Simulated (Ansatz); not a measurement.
**MnO2: a single-point run**

Wanted: a converged single-point run for MnO2, and a check of what comes out. The structure is shown as the input types it.

Program: Ansatz 0.2.0. Level of theory: DFT, LDA, PAW with Ansatz's default frozen-core files, scalar-relativistic. These are calculated values, not measurements.

## 1. Starting point

It takes space group P-3m1 (No. 164, trigonal). The conventional cell has a = 2.857 Å, b = 2.857 Å, c = 4.601 Å, α = 90.00°, β = 90.00°, γ = 120.00°. Mn (site symmetry -3m) is surrounded by 6 O at 1.90 Å. Around O (site symmetry 3m) lie 3 Mn at 1.90 Å.

Structure file:

```cif
data_structure
_symmetry_space_group_name_H-M 'P 1'
_symmetry_Int_Tables_number 1
_cell_length_a 2.8566
_cell_length_b 2.8566
_cell_length_c 4.6014
_cell_angle_alpha 90.000
_cell_angle_beta 90.000
_cell_angle_gamma 120.000
_cell_volume 32.52
loop_
_atom_site_label
_atom_site_type_symbol
_atom_site_fract_x
_atom_site_fract_y
_atom_site_fract_z
_atom_site_occupancy
Mn1 Mn 0.00000 0.00000 0.50000 1
O1 O 0.66667 0.33333 0.29371 1
O2 O 0.33333 0.66667 0.70629 1
```

## 2. Input and run

input.yaml reads:

```yaml
crystal:
  lattice:
    - [2.8565781804, 0.0, 0.0]
    - [-1.4282890902, 2.4738692722, 0.0]
    - [0.0, 0.0, 4.6013740589]
  atoms:
    - { symbol: Mn, position: [0.0, 0.0, 0.5], spin: 23.0 }
    - { symbol: O, position: [0.6666666667, 0.3333333333, 0.29370743] }
    - { symbol: O, position: [0.3333333333, 0.6666666667, 0.70629257] }
magnetization:
  spin_polarized: true
  initial_magnetization: 23.0
  spin_locking: { lock_magnetization: hard }
kpoints:
  mp_grid: { grid: [11, 11, 6] }
scf:
  occupations: { method: fermi_dirac, width: 0.03 }
  max_iter: 50
  lower_state_search: "off"
hamiltonian:
  xc: lda
  pseudopotentials: { kind: paw }
output:
  forces: true
  stress: true
  eigenvalues: true
```

On the command line:

```sh
$ ansatz run input.yaml --threads 2 --pin off --max-ram 6144MiB --backend cpu --events-out ev --progress --plain --runs-dir out
```

What happens when this is run?

This run ends as converged, with warnings (stability check not made, stress scf threshold loose). It gives a pressure of 499 GPa and a largest force of 33.5 eV/Å, which is large; a structure far from rest gives such values too, whatever the setting.

The suspect setting: magnetization.initial_magnetization is 23.0. The requested spin is far from what the system supports.

What to do: start from a moment that the atoms can carry.
